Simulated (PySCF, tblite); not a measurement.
# C8H12: geometry, infrared bands, NMR shifts and electronic excitations

Aim: predict the infrared bands, NMR shifts and electronic excitations of C8H12 (`C=C/C=C\C(=C)CC`).

The runs use tblite 0.8.0 and PySCF 2.14.0, with density-fitted response routines of our own; the level of theory stands in each step. All values are computed, except where a source is named. Atoms count from 0, in the outputs and in this text.

**1. Starting geometry**

20 atoms, charge 0, multiplicity 1; geometry from: GFN2-xTB.

Bonds of the start (Å): C0–C1 1.33, C1–C2 1.44, C2–C3 1.35, C3–C4 1.45, C4–C5 1.34, C4–C6 1.50, C6–C7 1.53, C0–H8 1.08, C0–H9 1.08, C1–H10 1.08, C2–H11 1.09, C3–H12 1.09, C5–H13 1.08, C5–H14 1.08, C6–H15 1.09, C6–H16 1.09, C7–H17 1.09, C7–H18 1.09, C7–H19 1.09.

**2. Infrared spectrum with GFN2-xTB**

The job: settings as JSON, then the geometry in Å.

```
{"job": {"kind": "ir", "xc": "GFN2-xTB", "basis": "xTB"}, "charge": 0, "multiplicity": 1}
C      2.327030     0.970780    -2.129077
C      1.315925     0.538874    -1.375882
C      1.358942    -0.731073    -0.696475
C      0.472944    -1.337477     0.116037
C     -0.843992    -0.972202     0.605391
C     -1.485423    -1.837389     1.399064
C     -1.496734     0.344573     0.281894
C     -0.907583     1.472135     1.131449
H      3.223371     0.386954    -2.263012
H      2.296355     1.920742    -2.634565
H      0.443806     1.162739    -1.273173
H      2.278106    -1.277290    -0.884012
H      0.782869    -2.308158     0.489495
H     -1.056535    -2.784273     1.681262
H     -2.465586    -1.625740     1.791501
H     -2.565623     0.269012     0.494299
H     -1.391766     0.567568    -0.780290
H      0.168342     1.544066     0.993594
H     -1.358342     2.425836     0.864681
H     -1.101252     1.281001     2.184783
```

**Question.** This job is followed by: PBE0-D3(BJ)/def2-SVP geometry optimisation, gas phase; GIAO PBE0/pcSseg-1 NMR shielding, non-relativistic, gas phase; TDDFT CAM-B3LYP/def2-SVPD, vertical, gas phase, core orbitals frozen in the response; GIAO wB97X-D/pcSseg-1 NMR shielding, non-relativistic, gas phase. Predict these results of the whole session: strongest single infrared mode (GFN2-xTB); zero-point energy (GFN2-xTB); point group; rotational constants (main isotopes); 13C shifts against TMS (PBE0/pcSseg-1); 1H shifts against TMS (PBE0/pcSseg-1, means over atoms taken as alike); lowest singlet (CAM-B3LYP/def2-SVPD); lowest triplet; vertical electron affinity (ΔSCF); range of the shift of C0.

The runs gave:

```
                                                              quantity                                                     value
                             strongest single infrared mode (GFN2-xTB)                                      3034 cm⁻¹, 85 km/mol
                                          zero-point energy (GFN2-xTB)                                            108.0 kcal/mol
                                                           point group                                                        C1
                                  rotational constants (main isotopes)                                      3.23, 1.28, 0.98 GHz
                                13C shifts against TMS (PBE0/pcSseg-1)  157.9, 141.8, 137.5, 135.4, 128.8, 127.5, 32.2, 16.2 ppm
1H shifts against TMS (PBE0/pcSseg-1, means over atoms taken as alike)  7.09, 5.92, 5.89, 5.48, 5.46, 5.30, 5.22, 2.37, 1.12 ppm
                                  lowest singlet (CAM-B3LYP/def2-SVPD)                               4.85 eV (256 nm), f = 0.909
                                                        lowest triplet                                                   2.55 eV
                                     vertical electron affinity (ΔSCF)          -0.22 eV (unbound: the value hangs on the basis)
                                              range of the shift of C0                                        127.5 to 128.5 ppm
```

In words: No mode is imaginary among the 54: a minimum at this level. Unscaled tight-binding wavenumbers are off by several per cent, some by more. Its intensities can rank the bands wrongly. Over 10 steps the energy fell by 0.068 eV; of the close pairs, C0–H8 changed most, 1.078 to 1.095 Å. The lowest singlet, at 4.85 eV, is HOMO→LUMO 0.98 and is bright. The lowest triplet lies 2.30 eV below the lowest singlet (triplets in Tamm-Dancoff, singlets in full TDDFT). Across the 2 runs the shift of C0 moves most, between 127.5 (PBE0/pcSseg-1) and 128.5 ppm (wB97X-D/pcSseg-1).
